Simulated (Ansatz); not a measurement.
# BiAs2: the cost of one run

Program: Ansatz 0.2.0. Level of theory: DFT PBE, scalar-relativistic, plane waves, PAW. These are calculated values, not measurements.

## 1. Starting point

It takes space group P6/mmm (No. 191, hexagonal). The conventional cell has a = 4.299 Å, b = 4.299 Å, c = 4.627 Å, α = 90.00°, β = 90.00°, γ = 120.00°. Bi (site symmetry 6/mmm) has 12 As at 3.39 Å as nearest neighbours. As (site symmetry -6m2) has 3 As at 2.48 Å and 6 Bi at 3.39 Å as nearest neighbours.

Structure file:

```xyz
3
Lattice="4.2990 0.0000 0.0000 -2.1495 3.7230 0.0000 0.0000 0.0000 4.6268" Properties=species:S:1:pos:R:3 pbc="T T T"
Bi    0.0000    0.0000    0.0000
As    0.0000    2.4820    2.3134
As    2.1495    1.2410    2.3134
```

A structure generator made this guess: species swapped into a database cell of HoSi2 (P6/mmm, No. 191), with Bi on the Ho sites and As on the Si sites. The dimensions are guesses.

## 2. A first look at the guess

Contents of input.yaml:

```yaml
crystal:
  lattice:
    - [4.2989547, 0.0, 0.0]
    - [-2.14947735, 3.72300398, 0.0]
    - [0.0, 0.0, 4.62678373]
  atoms:
    - { symbol: Bi, position: [0.0, 0.0, 0.0] }
    - { symbol: As, position: [0.33333333, 0.66666667, 0.5] }
    - { symbol: As, position: [0.66666667, 0.33333333, 0.5] }
basis:
  ecutwfc: 420
kpoints:
  mp_grid: { grid: [6, 6, 4] }
hamiltonian:
  xc: pbe
scf:
  occupations: { method: gaussian, width: 0.1 }
  lower_state_search: "off"
output:
  forces: true
  stress: true
  eigenvalues: true
```

On the command line:

```sh
ansatz run input.yaml --threads 1 --pin off --max-ram 2048MiB --backend cpu --events-out ev --progress --plain --runs-dir out
```

What time and memory should one allow on 1 thread of Arm Neoverse V2, shared host?

About 2 s, with a peak of 0.34 GiB.
